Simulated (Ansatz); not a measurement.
# C2H2BCl: taking an electron away

An exercise on one series of results from a longer session: the logs are not shown, and one member is left open.

Computed with Ansatz 0.2.0, Gaussian basis. Level: unrestricted cation, the program's frozen cores in correlated methods.

Levels to be run: UKS PBE-D4/def2-TZVPP; UKS r2SCAN-D4/def2-TZVPP; UKS PBE0-D4/def2-TZVPP; UKS B3LYP-D4/def2-TZVPP; UKS wB97X-V/def2-TZVPP; UKS wB97M-V/def2-TZVPP; UKS B2PLYP/def2-TZVPP; UHF-CCSD(T)/def2-TZVPP; UHF-MP2/def2-QZVPP; extrapolation to the limit; then −ε(HOMO) from the neutral's earlier runs with LDA (SPW92), PBE-D4, revPBE-D4, BLYP-D4, r2SCAN-D4, B97M-V, PBE0-D4, B3LYP-D4, r2SCANh-D4, r2SCAN0-D4, HSE06-D4, BHLYP-D4, CAM-B3LYP-D4, LC-ωPBE, ωB97X-V, ωB97M-V.

## The relaxed structure

The geometry comes from an earlier relaxation with PBE0-D4 in a triple-zeta def2 set; it is a stationary point.

SMILES `ClC1=CB1`, 6 atoms, charge 0, spin multiplicity 1.

Atoms are counted from 1 here; the program's logs count them from 0.

Bond lengths: Cl1–C2 1.688 Å, C2–C3 1.340 Å, C2–B4 1.465 Å, C3–B4 1.477 Å, C3–H5 1.081 Å, B4–H6 1.181 Å. Angles: Cl1–C2–C3 139.5°, Cl1–C2–B4 157.1°, C3–C2–B4 63.4°, C2–C3–B4 62.5°, C2–C3–H5 140.6°, B4–C3–H5 156.9°, C2–B4–C3 54.2°, C2–B4–H6 154.0°, C3–B4–H6 151.8°.

The first run:

File in.yaml:

```yaml
crystal:
  periodic: [false, false, false]
  atoms:
    - {symbol: Cl, position_ang: [-0.980052, -2.106663, -0.464033]}
    - {symbol: C, position_ang: [-0.354391, -0.568309, -0.160233]}
    - {symbol: C, position_ang: [0.787977, 0.007094, 0.239574]}
    - {symbol: B, position_ang: [-0.355116, 0.893401, -0.059092]}
    - {symbol: H, position_ang: [1.793802, -0.252024, 0.538489]}
    - {symbol: H, position_ang: [-0.850119, 1.962402, -0.140906]}
basis:
  gaussian: {orbitals: def2-TZVPP}
total_charge: 1
magnetization: {spin_polarized: true, initial_magnetization: 1}
hamiltonian: {xc: pbe, dispersion: d4}
```

On the command line:

```sh
ansatz run in.yaml --threads 2 --pin off --events-out ev --progress --plain --max-ram 4352MiB
```

Steps of the session up to this table: Cation, UKS PBE-D4/def2-TZVPP; Cation, UKS r2SCAN-D4/def2-TZVPP; Cation, UKS PBE0-D4/def2-TZVPP; Cation, UKS B3LYP-D4/def2-TZVPP; Cation, UKS wB97X-V/def2-TZVPP; Cation, UKS wB97M-V/def2-TZVPP; Cation, UKS B2PLYP (frozen core)/def2-TZVPP; Cation, UHF-CCSD(T)/def2-TZVPP; Cation, UHF-MP2/def2-QZVPP.

One table of the session follows, with a row left open; its other results are not shown here.

It belongs to the step «Ionisation energies side by side». Orbital estimates, from the neutral's runs:

| functional | −ε(HOMO) (eV) |
| --- | --- |
| LDA (SPW92) | 6.90 |
| PBE-D4 | 6.78 |
| revPBE-D4 | 6.73 |
| BLYP-D4 | 6.65 |
| r2SCAN-D4 | 7.05 |
| B97M-V | 7.15 |
| PBE0-D4 | 8.12 |
| B3LYP-D4 | 7.89 |
| r2SCANh-D4 | 7.54 |
| r2SCAN0-D4 | ? |
| HSE06-D4 | 7.72 |
| BHLYP-D4 | 9.36 |
| CAM-B3LYP-D4 | 9.50 |
| LC-ωPBE | 10.87 |
| ωB97X-V | 10.50 |
| ωB97M-V | 10.35 |

Estimate the missing values for r2SCAN0-D4.

Worked estimate for «−ε(HOMO) (eV)». Against the share of exact exchange, r2SCAN-D4 (0, 7.05), r2SCANh-D4 (0.1, 7.54) give a slope of 4.90 per unit share; at 0.25 the line stands at 8.27.

**Answer.** −ε(HOMO) (eV): 8.29. In «−ε(HOMO) (eV)» the line misses by -0.02.
